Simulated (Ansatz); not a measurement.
# BaHgI4: the cost of one run

Method: DFT PBE, scalar-relativistic, plane waves, PAW, unless a step names another level, in Ansatz 0.2.0.

14 further runs of the same task are left out: 3 that didn't finish, 11 set aside as unsound or not needed.

**1. The formula and the candidates**

Pauling electronegativities: Ba 0.89, Hg 2.00, I 2.66 (spread 1.77). The formula balances with common oxidation states: Hg +2, Ba +2, I -1. Tabulated atomic sizes suggest about 39 Å³/atom. 32 candidates were drawn, by swapping species into database cells of other compounds, at random by space group and Wyckoff sites, or by hand, as the table says:

```
name                 made from  space group no.                   Wyckoff sites  atoms (primitive cell)  V (Å³/atom)
 c01                    random               99              Ba 1b; Hg 1a; I 4f                       6         45.1
 c02   database cell of BaSrI4              123              Ba 1b; Hg 1c; I 4i                       6         45.8
 c03  database cell of SmCu4Ag              216             Ba 4a; Hg 4c; I 16e                       6         37.6
 c04                    random              187          Ba 1a; Hg 1e; I 2h, 2g                       6         42.0
 c05                    random                1  Ba 1a; Hg 1a; I 1a, 1a, 1a, 1a                       6         39.2
 c06  database cell of CeCuPt4              187          Ba 1a; Hg 1c; I 1e, 3k                       6         41.5
 c07                    random              191          Ba 1a; Hg 1b; I 2c, 2e                       6         43.4
 c08                    random              187      Ba 1b; Hg 1d; I 1a, 2i, 1c                       6         43.9
 c09                    random              123              Ba 1b; Hg 1c; I 4j                       6         42.4
 c10                    random               12      Ba 2a; Hg 2b; I 4g, 2c, 2d                       6         48.0
 c11   database cell of BaSrI4              166          Ba 3a; Hg 3b; I 6c, 6c                       6         45.9
 c12                    random              156          Ba 1a; Hg 1c; I 3d, 1b                       6         43.6
 c13   database cell of BaCaI4                8      Ba 2a; Hg 2a; I 4b, 2a, 2a                       6         51.4
 c14   database cell of ZrTiS4              164          Ba 1b; Hg 1a; I 2d, 2d                       6         44.3
 c15  database cell of TbCu4Ag              216             Ba 4c; Hg 4a; I 16e                       6         37.3
 c16                    random              123              Ba 1b; Hg 1a; I 4i                       6         39.2
 c17                    random              139          Ba 2b; Hg 2a; I 4d, 4c                       6         43.0
 c18                    random               12              Ba 2d; Hg 2c; I 8j                       6         43.9
 c19                    random               99      Ba 1a; Hg 1a; I 2c, 1a, 1b                       6         50.4
 c20                    random              139              Ba 2b; Hg 2a; I 8f                       6         46.8
 c21  database cell of SmCu4Pd              160          Ba 3a; Hg 3a; I 9b, 3a                       6         40.2
 c22                    random               65              Ba 2a; Hg 2c; I 8m                       6         42.3
 c23  database cell of ZrTiSe4               10          Ba 1e; Hg 1a; I 2m, 2n                       6         44.6
 c24                    random               65              Ba 2b; Hg 2d; I 8n                       6         40.2
 c25  database cell of CeMgNi4              216             Ba 4d; Hg 4b; I 16e                       6         39.3
 c26   database cell of RbAlF4              123          Ba 1d; Hg 1a; I 2f, 2g                       6         33.2
 c27                    random              123      Ba 1d; Hg 1a; I 2e, 1b, 1c                       6         47.7
 c28                    random                5      Ba 2a; Hg 2a; I 4c, 2b, 2b                       6         41.0
 c29  database cell of GdAlNi4               65          Ba 2b; Hg 2d; I 4i, 4f                       6         41.1
 c30  database cell of HoCu4Au              216             Ba 4d; Hg 4a; I 16e                       6         37.1
 c31                    random              191              Ba 1b; Hg 1a; I 4h                       6         43.4
 c32                    random              174          Ba 1a; Hg 1e; I 3j, 1d                       6         40.5
```

**2. Screening run of c03**

The input, input.yaml:

```yaml
crystal:
  lattice:
    - [0.0, 4.83161274, 4.83161274]
    - [4.83161274, 0.0, 4.83161274]
    - [4.83161274, 4.83161274, 0.0]
  atoms:
    - { symbol: Ba, position: [0.0, 0.0, 0.0] }
    - { symbol: Hg, position: [0.75, 0.75, 0.75] }
    - { symbol: I, position: [0.87064087, 0.37645304, 0.37645304] }
    - { symbol: I, position: [0.37645304, 0.37645304, 0.37645304] }
    - { symbol: I, position: [0.37645304, 0.37645304, 0.87064087] }
    - { symbol: I, position: [0.37645304, 0.87064087, 0.37645304] }
basis:
  ecutwfc: 420
kpoints:
  mp_grid: { grid: [2, 2, 2] }
hamiltonian:
  xc: pbe
scf:
  occupations: { method: gaussian, width: 0.15 }
  lower_state_search: "off"
output:
  forces: true
  stress: true
  eigenvalues: true
relax:
  adjacent_minimum: "off"
  f_tol: 0.08
  max_steps: 16
  cell: { stress_tol: 0.8 }
```

Launch:

```sh
> ansatz run input.yaml --threads 1 --pin off --max-ram 2560MiB --backend cpu --events-out ev --progress --plain --runs-dir out
```

What time and memory should one allow on 1 thread of Arm Neoverse V1, shared host?

About 14 s, with a peak of 0.5 GiB.
